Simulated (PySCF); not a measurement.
# C3H7FOSi: the cost of one run

Programs: PySCF 2.14.0, with density-fitted response routines of our own. Each step states its level of theory. These are calculated values for one molecule in the gas phase, unless marked as measured. Atoms count from 0, in the outputs and in this text.

### 1 The starting structure

13 atoms, charge 0, multiplicity 1; geometry from: GFN2-xTB.

Bonds of the start (Å): C0–C1 1.52, C1–C2 1.54, C2–O3 1.44, O3–Si4 1.64, Si4–F5 1.61, Si4–C1 1.91, C0–H6 1.09, C0–H7 1.09, C0–H8 1.09, C1–H9 1.09, C2–H10 1.09, C2–H11 1.09, Si4–H12 1.44.

### 2 Ultraviolet spectrum: wB97X-D/def2-SVPD

What the job is given:

```
{"job": {"kind": "uv", "xc": "wB97X-D", "basis": "def2-SVPD", "nstates": 8, "ntriplets": 3}, "charge": 0, "multiplicity": 1}
C      1.576583     0.319732     0.006435
C      0.228714    -0.221886     0.448350
C     -0.492361    -1.103153    -0.584101
O     -1.740880    -0.394066    -0.687563
Si    -1.335507     0.860849     0.291695
F     -2.318318     0.977371     1.559600
H      1.492944     0.825525    -0.952981
H      2.299617    -0.488975    -0.093403
H      1.956044     1.031705     0.735892
H      0.336075    -0.739680     1.402139
H     -0.691223    -2.126025    -0.266268
H     -0.007236    -1.110447    -1.560603
H     -1.308842     2.169536    -0.316921
```

Level: TDDFT wB97X-D/def2-SVPD, vertical, gas phase, core orbitals frozen in the response.

The run is started by

```
> OMP_NUM_THREADS=1 python probes_run.py task.json out
```

One launch serves the whole session: the jobs run in the order shown.

Q: Estimate the wall time and peak memory of this first job on 1 thread of AMD EPYC 9R45, shared host.

About 15 s, with a peak of 0.82 GiB.
